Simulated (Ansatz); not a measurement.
# C3H9Ga (trimethylgallium (TMGa)): levels of theory compared

Wanted: a comparison of 6 runs (HF/3-21G, B3LYP/6-31G*, BHLYP/def2-SVP, BLYP/def2-SVP, r2SCAN/def2-SVP, RPA@PBE/def2-SVP) of C3H9Ga (trimethylgallium (TMGa)). 

Program for the calculation: Ansatz 0.2.0.

58 further runs of the same task are left out: 3 that didn't finish, 55 set aside as unsound or not needed.

### Step 1. Starting point

C3H9Ga: 13 atoms, total charge 0, spin state singlet. SMILES: `C[Ga](C)C`. One bond was lengthened or shortened from a relaxed shape.

Bond lengths: C1–Ga2 1.976 Å, Ga2–C3 1.976 Å, Ga2–C4 1.976 Å, C1–H5 1.092 Å, C1–H6 1.096 Å, C1–H7 1.092 Å, C3–H8 1.092 Å, C3–H9 1.092 Å, C3–H10 1.096 Å, C4–H11 1.092 Å, C4–H12 1.260 Å, C4–H13 1.092 Å. Some angles: C1–Ga2–C3 119.7°, C1–Ga2–C4 120.1°, C3–Ga2–C4 120.1°, Ga2–C1–H5 111.9°, Ga2–C1–H6 109.2°, Ga2–C1–H7 112.2°, Ga2–C3–H8 111.9°, Ga2–C3–H9 112.2°, Ga2–C3–H10 109.2°, Ga2–C4–H11 112.0°.

### Step 2. A single-point energy at HF/3-21G (run 1)

File molecule.yaml:

```yaml
crystal:
  periodic: [false, false, false]
  atoms:
    - {symbol: C, position_ang: [-0.251975, 1.667358, -1.084177]}
    - {symbol: Ga, position_ang: [0.165585, -0.010602, -0.127477]}
    - {symbol: C, position_ang: [1.538935, -0.012422, 1.293423]}
    - {symbol: C, position_ang: [-0.850175, -1.657502, -0.527257]}
    - {symbol: H, position_ang: [0.630615, 2.300158, -1.199717]}
    - {symbol: H, position_ang: [-0.984265, 2.240218, -0.504777]}
    - {symbol: H, position_ang: [-0.687725, 1.484158, -2.068257]}
    - {symbol: H, position_ang: [2.341785, 0.697958, 1.084993]}
    - {symbol: H, position_ang: [1.972785, -1.002532, 1.446303]}
    - {symbol: H, position_ang: [1.078655, 0.291158, 2.240063]}
    - {symbol: H, position_ang: [-1.183025, -1.690772, -1.566727]}
    - {symbol: H, position_ang: [-1.882270, -1.692900, 0.194460]}
    - {symbol: H, position_ang: [-0.273325, -2.558872, -0.310627]}
basis:
  gaussian:
    orbitals: 3-21G-spherical.json
hamiltonian:
  xc: hf
accuracy: high
output: {orbitals: {seedname: orbitals}}
```

The basis set 3-21G is read from a file made from the Basis Set Exchange's data (not shown).

Launch:

```
ansatz run molecule.yaml --threads 1 --pin off --max-ram 3480MiB --events-out events.jsonl --progress --plain --runs-dir runs
```

What it wrote:

```text
Warning: RAYON_NUM_THREADS=1 ignored (pool sized by the plan → 1); use --threads N
Functional definition: HF
  name "HF"
  exchange = exact_x
  correlation = 0
1494 factors; integrals over basis functions are off by at most 1.3e-8 eV
mean field evaluation 1: about -55292.2190 eV, gradient 3.0e1 eV
mean field evaluation 2: about -55292.4190 eV, gradient 3.1e1 eV
mean field evaluation 4: about -55294.7697 eV, gradient 2.0e0 eV
mean field evaluation 8: about -55294.7870 eV, gradient 1.9e-4 eV
mean field -55294.78704166 eV, -2032.0459436282 hartree, gradient 9.2e-9 eV, S^2 0.000000; 0 other end points of the search recorded, 0 dependent functions left out
reference -55294.78704166 eV, -2032.0459436282 hartree; 29, 29 occupied and 38, 38 virtual orbitals, 1494 factors
Total energy: -55294.78704166 eV, -2032.0459436282 hartree
```

It took 2.3 s on 1 thread of Intel Xeon Platinum 8259CL at 2.50GHz (Skylake/Cascade Lake), shared host; peak memory 0.18 GiB.

### Step 3. The energy at B3LYP/6-31G(d) (spherical functions) (run 2)

File molecule.yaml:

```yaml
crystal:
  periodic: [false, false, false]
  atoms:
    - symbol: C
      position_ang: [-0.251975, 1.667358, -1.084177]
    - symbol: Ga
      position_ang: [0.165585, -0.010602, -0.127477]
    - symbol: C
      position_ang: [1.538935, -0.012422, 1.293423]
    - symbol: C
      position_ang: [-0.850175, -1.657502, -0.527257]
    - symbol: H
      position_ang: [0.630615, 2.300158, -1.199717]
    - symbol: H
      position_ang: [-0.984265, 2.240218, -0.504777]
    - symbol: H
      position_ang: [-0.687725, 1.484158, -2.068257]
    - symbol: H
      position_ang: [2.341785, 0.697958, 1.084993]
    - symbol: H
      position_ang: [1.972785, -1.002532, 1.446303]
    - symbol: H
      position_ang: [1.078655, 0.291158, 2.240063]
    - symbol: H
      position_ang: [-1.183025, -1.690772, -1.566727]
    - symbol: H
      position_ang: [-1.882270, -1.692900, 0.194460]
    - symbol: H
      position_ang: [-0.273325, -2.558872, -0.310627]
basis:
  gaussian: {orbitals: 6-31G_st_-spherical.json}
hamiltonian: {xc: {name: B3LYP}}
accuracy: high
output: {orbitals: {seedname: orbitals}}
```

The basis set 6-31G* is read from a file made from the Basis Set Exchange's data (not shown).

Launch:

```
ansatz run molecule.yaml --threads 1 --pin off --max-ram 3480MiB --events-out events.jsonl --progress --plain --runs-dir runs
```

What it wrote:

```text
Warning: RAYON_NUM_THREADS=1 ignored (pool sized by the plan → 1); use --threads N
Functional definition: B3LYP
  name "B3LYP"
  parameter a0 = 0.2
  parameter ax = 0.72
  parameter ac = 0.81
  exchange = (1 - a0 - ax)*slater_x + ax*b88_x + a0*exact_x
  correlation = (1 - ac)*vwn_rpa_c + ac*lyp_c
2221 factors; integrals over basis functions are off by at most 4.5e-9 eV
mean field evaluation 1: about -55616.5998 eV, gradient 7.5e1 eV
mean field evaluation 2: about -55610.6377 eV, gradient 8.7e1 eV
mean field evaluation 4: about -55629.5101 eV, gradient 2.9e0 eV
mean field evaluation 8: about -55629.6935 eV, gradient 1.3e-1 eV
mean field evaluation 16: about -55629.6936 eV, gradient 1.5e-5 eV
mean field -55629.69357166 eV, -2044.3535315980 hartree, gradient 8.0e-8 eV, S^2 0.000000; 0 other end points of the search recorded, 0 dependent functions left out
reference -55629.69361998 eV, -2044.3535333735 hartree; 29, 29 occupied and 63, 63 virtual orbitals, 2221 factors
Total energy: -55629.69361998 eV, -2044.3535333735 hartree
```

Run time: 17 s. Hardware: 1 thread of Intel Xeon Platinum 8259CL at 2.50GHz (Skylake/Cascade Lake), shared host; peak memory 0.39 GiB.

Run 3 isn't shown in full; the table further down has it.

### Step 4. A single-point energy at BLYP/def2-SVP (run 4)

File input.yaml:

```yaml
crystal:
  periodic: [false, false, false]
  atoms:
    - {symbol: C, position_ang: [-0.251975, 1.667358, -1.084177]}
    - {symbol: Ga, position_ang: [0.165585, -0.010602, -0.127477]}
    - {symbol: C, position_ang: [1.538935, -0.012422, 1.293423]}
    - {symbol: C, position_ang: [-0.850175, -1.657502, -0.527257]}
    - {symbol: H, position_ang: [0.630615, 2.300158, -1.199717]}
    - {symbol: H, position_ang: [-0.984265, 2.240218, -0.504777]}
    - {symbol: H, position_ang: [-0.687725, 1.484158, -2.068257]}
    - {symbol: H, position_ang: [2.341785, 0.697958, 1.084993]}
    - {symbol: H, position_ang: [1.972785, -1.002532, 1.446303]}
    - {symbol: H, position_ang: [1.078655, 0.291158, 2.240063]}
    - {symbol: H, position_ang: [-1.183025, -1.690772, -1.566727]}
    - {symbol: H, position_ang: [-1.882270, -1.692900, 0.194460]}
    - {symbol: H, position_ang: [-0.273325, -2.558872, -0.310627]}
basis:
  gaussian:
    orbitals: def2-SVP
hamiltonian:
  xc: {name: BLYP}
accuracy: high
output:
  orbitals: {seedname: orbitals}
```

Launch:

```
ansatz run input.yaml --threads 1 --pin off --max-ram 3480MiB --events-out events.jsonl --progress --plain --runs-dir runs
```

What it wrote:

```text
Warning: RAYON_NUM_THREADS=1 ignored (pool sized by the plan → 1); use --threads N
Functional definition: BLYP
  name "BLYP"
  parameter beta = 0.0042
  parameter a = 0.04918
  parameter b = 0.132
  parameter c = 0.2533
  parameter d = 0.349
  exchange = b88_x(beta = beta)
  correlation = lyp_c(a = a, b = b, c = c, d = d)
2829 factors; integrals over basis functions are off by at most 9.7e-9 eV
mean field evaluation 1: about -55602.4994 eV, gradient 1.0e2 eV
mean field evaluation 2: about -55569.6211 eV, gradient 1.4e2 eV
mean field evaluation 4: about -55625.9796 eV, gradient 7.5e0 eV
mean field evaluation 8: about -55626.0557 eV, gradient 9.9e-2 eV
mean field evaluation 16: about -55626.0558 eV, gradient 4.0e-6 eV
mean field -55626.05575877 eV, -2044.2198444398 hartree, gradient 4.5e-8 eV, S^2 0.000000; 0 other end points of the search recorded, 0 dependent functions left out
reference -55626.05582682 eV, -2044.2198469408 hartree; 29, 29 occupied and 90, 90 virtual orbitals, 2829 factors
Total energy: -55626.05582682 eV, -2044.2198469408 hartree
```

It took 15 s on 1 thread of Intel Xeon Platinum 8259CL at 2.50GHz (Skylake/Cascade Lake), shared host; peak memory 0.4 GiB.

Run 5 isn't shown in full; the table further down has it.

### Step 5. The energy at RPA@PBE/def2-SVP (run 6)

File run.yaml:

```yaml
crystal:
  periodic: [false, false, false]
  atoms:
    - {symbol: C, position_ang: [-0.251975, 1.667358, -1.084177]}
    - {symbol: Ga, position_ang: [0.165585, -0.010602, -0.127477]}
    - {symbol: C, position_ang: [1.538935, -0.012422, 1.293423]}
    - {symbol: C, position_ang: [-0.850175, -1.657502, -0.527257]}
    - {symbol: H, position_ang: [0.630615, 2.300158, -1.199717]}
    - {symbol: H, position_ang: [-0.984265, 2.240218, -0.504777]}
    - {symbol: H, position_ang: [-0.687725, 1.484158, -2.068257]}
    - {symbol: H, position_ang: [2.341785, 0.697958, 1.084993]}
    - {symbol: H, position_ang: [1.972785, -1.002532, 1.446303]}
    - {symbol: H, position_ang: [1.078655, 0.291158, 2.240063]}
    - {symbol: H, position_ang: [-1.183025, -1.690772, -1.566727]}
    - {symbol: H, position_ang: [-1.882270, -1.692900, 0.194460]}
    - {symbol: H, position_ang: [-0.273325, -2.558872, -0.310627]}
basis:
  gaussian: {orbitals: def2-SVP}
hamiltonian: {xc: pbe}
accuracy: high
correlation: {method: rpa, frozen_orbitals: {C: 1, Ga: 9, H: 0}}
```

Launch:

```
ansatz run run.yaml --threads 1 --pin off --max-ram 3480MiB --events-out events.jsonl --progress --plain --runs-dir runs
```

What it wrote:

```text
Warning: RAYON_NUM_THREADS=1 ignored (pool sized by the plan → 1); use --threads N
Functional definition: PBE
  name "PBE"
  parameter kappa = 0.804
  parameter beta = 0.06672455060314922
  exchange = pbe_x(kappa = kappa, mu = beta*pi^2/3)
  correlation = pbe_c(beta = beta)
2829 factors; integrals over basis functions are off by at most 9.7e-9 eV
mean field evaluation 1: about -55592.5967 eV, gradient 9.6e1 eV
mean field evaluation 2: about -55592.5865 eV, gradient 9.6e1 eV
mean field evaluation 4: about -55613.7116 eV, gradient 1.0e1 eV
mean field evaluation 8: about -55613.8461 eV, gradient 2.0e-1 eV
mean field evaluation 16: about -55613.8462 eV, gradient 1.3e-5 eV
mean field -55613.84621881 eV, -2043.7711521225 hartree, gradient 2.2e-8 eV, S^2 0.000000; 0 other end points of the search recorded, 0 dependent functions left out
12 core orbitals not correlated: weight in the atoms' cores, before any rotation towards them, 1.000 or more for the frozen orbitals, at most 0.000 for the correlated occupied ones
reference -55557.62177518 eV, -2041.7049419292 hartree; 17, 17 occupied and 90, 90 virtual orbitals, 2829 factors
Total energy: -55586.88210530 eV, -2042.7802392279 hartree
```

Run time: 31 s. Hardware: 1 thread of Intel Xeon Platinum 8259CL at 2.50GHz (Skylake/Cascade Lake), shared host; peak memory 0.6 GiB.

### Step 6. The series

| run | level | frozen core orbitals | energy (Eh) | HOMO energy (eV) | LUMO energy (eV) | HOMO–LUMO gap (eV) | wall time |
| --- | --- | --- | --- | --- | --- | --- | --- |
| 1 | HF/3-21G | – | -2032.045944 | -10.19 | 2.39 | 12.59 | 2.3 s |
| 2 | B3LYP/6-31G* (spherical functions) | – | -2044.353533 | -6.99 | -0.69 | 6.30 | 17 s |
| 3 | BHLYP/def2-SVP | – | -2044.135761 | -8.52 | 0.26 | 8.79 | 21 s |
| 4 | BLYP/def2-SVP | – | -2044.219847 | -5.94 | -1.22 | 4.72 | 15 s |
| 5 | r2SCAN/def2-SVP | – | -2044.158085 | -6.40 | -1.02 | 5.38 | 29 s |
| 6 | RPA@PBE/def2-SVP | 12 | -2042.780239 | – | – | – | 31 s |

### Step 7. Results

| quantity | value |
| --- | --- |
| run 6: total energy | -2042.78024 Eh |
| run 6: RPA correlation energy (valence) | -1075.3 mEh |

What this shows: Over runs 1, 2, 3, 4, 5 the HOMO–LUMO gap runs from 4.72 eV (BLYP/def2-SVP) to 12.59 eV (HF/3-21G). The two ends differ in method and basis. Totals of different functionals can't be ranked against each other. All runs together took 1.9 min, the longest 31 s.
